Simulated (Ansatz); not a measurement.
A nudged elastic band was laid between two geometries of a periodic cell of 15 atoms, TiAl₆N₈ (host AlN, host structure P6_3mc, dopant Ti, one Al atom removed), cell charge -2.

All numbers below come from DFT PBE-D3(BJ), scalar-relativistic, plane waves, PAW (Ansatz 0.2.0). Settings: PAW set soft_1, cutoff 420 eV, k mesh 2x2x2, gaussian smearing 0.02 eV, no spin polarisation.

* movable images: 5
* climbing image: yes
* spring: 1.0 eV/Å²
* optimiser: quadratic models (default)
* start path: IDPP
* force threshold: 0.05 eV/Å
* iteration limit: 80
* end points: relaxed

Initial state:

```xyz
15
Lattice="-3.0810 -5.3364 0.0000 4.6215 -2.6682 0.0000 0.0000 0.0000 5.0310" Properties=species:S:1:pos:R:3
Al -0.021 -3.575 0.001
Al 1.548 -4.465 2.552
N 0.024 -3.596 1.910
N 1.526 -4.426 4.437
Al 3.096 -3.523 -0.028
Ti 0.026 -1.739 2.579
N 3.026 -3.520 1.881
N -0.096 -1.852 4.403
Al 3.080 -1.732 2.570
N 1.555 -0.863 2.076
N 3.252 -1.863 4.364
Al 1.566 -6.267 -0.013
Al -1.546 -4.453 2.615
N 1.558 -6.208 1.897
N -1.519 -4.303 4.413
```

Final state:

```xyz
15
Lattice="-3.0810 -5.3364 0.0000 4.6215 -2.6682 0.0000 0.0000 0.0000 5.0310" Properties=species:S:1:pos:R:3
Al 0.014 -3.545 0.089
Al 1.524 -4.401 2.492
N -0.012 -3.696 1.887
N 1.531 -4.459 4.402
Al 3.090 -3.599 0.044
Ti 1.522 -0.922 0.052
N 2.919 -3.467 1.838
N -0.007 -1.799 4.582
Al 3.076 -1.808 2.477
N 1.646 -0.810 1.877
N 3.144 -1.810 4.386
Al 1.542 -6.202 0.026
Al -1.511 -4.424 2.506
N 1.564 -6.241 1.910
N -1.556 -4.402 4.414
```

Which bonds break or form, and what moves?

Contacts lost: Al2–Ti6, N3–Ti6, Ti6–N7. Contacts made: Ti6–N11, Ti6–Al12, Ti6–N15. The atom that moves furthest is Ti6, by 3.05 Å; four of its nearest neighbours are N8 1.83, N10 1.83, N3 1.97, N7 1.98 Å at the first end and N10 1.83, N8 1.83, N15 1.97, N11 1.98 Å at the last.

Give the energies along the band, and the barrier.

The forces met the threshold. The highest image is number 3 of 0 to 6, 2.35 eV above the ends, which have the same energy within 2 meV. The profile has 2 maxima (images 1, 3) with wells between them (image 2): this band takes more than one step, which may be the mechanism or a detour left from its start path. Neighbouring images differ by up to 1.9 eV, so the band resolves the path poorly. By the program's own check the climbing image is of a kind that is not told: the force calls were inconclusive, a negative curvature could not be distinguished from the path's own, the only one lies far off the path, or fixed occupations may fill a level only in part (lowest curvatures found: -6.03 and 2.84 eV/Å²). Limits of this set-up: coarse k mesh, no spin, though dangling bonds at a vacancy may carry it, a small cell, in which the defect meets its images, charged cell in a uniform background, uncorrected.

```
image  path coordinate (Å)  energy (eV)  Al2–Ti6 (Å)  N3–Ti6 (Å)  Ti6–N7 (Å)
    0                 0.00         0.00         3.10        1.97        1.98
    1                 0.99         1.54         3.03        1.97        1.96
    2                 1.98         0.47         3.26        1.96        1.97
    3                 2.98         2.35         3.72        2.70        2.02
    4                 3.65         1.87         4.13        3.41        2.38
    5                 4.32         1.38         4.26        3.48        3.04
    6                 5.00         0.00         4.25        3.51        3.41
```

What is the geometry of the highest image?


```xyz
15
Lattice="-3.0810 -5.3364 0.0000 4.6215 -2.6682 0.0000 0.0000 0.0000 5.0310" Properties=species:S:1:pos:R:3
Al -0.071 -3.641 0.061
Al 1.590 -4.451 2.454
N 0.115 -3.559 1.889
N 1.440 -4.514 4.348
Al 2.901 -3.592 -0.147
Ti 0.349 -0.981 1.111
N 3.079 -3.507 1.802
N -0.113 -1.886 4.631
Al 3.186 -1.809 2.598
N 1.820 -0.780 2.120
N 3.232 -1.916 4.409
Al 1.529 -6.269 -0.012
Al -1.365 -4.368 2.666
N 1.664 -6.292 1.899
N -1.576 -4.421 4.492
```

The run took 9.6 min on 1 thread of Intel(R) Xeon(R) Platinum 8488C (Sapphire Rapids), with other jobs on the host, peak memory 0.65 GiB.
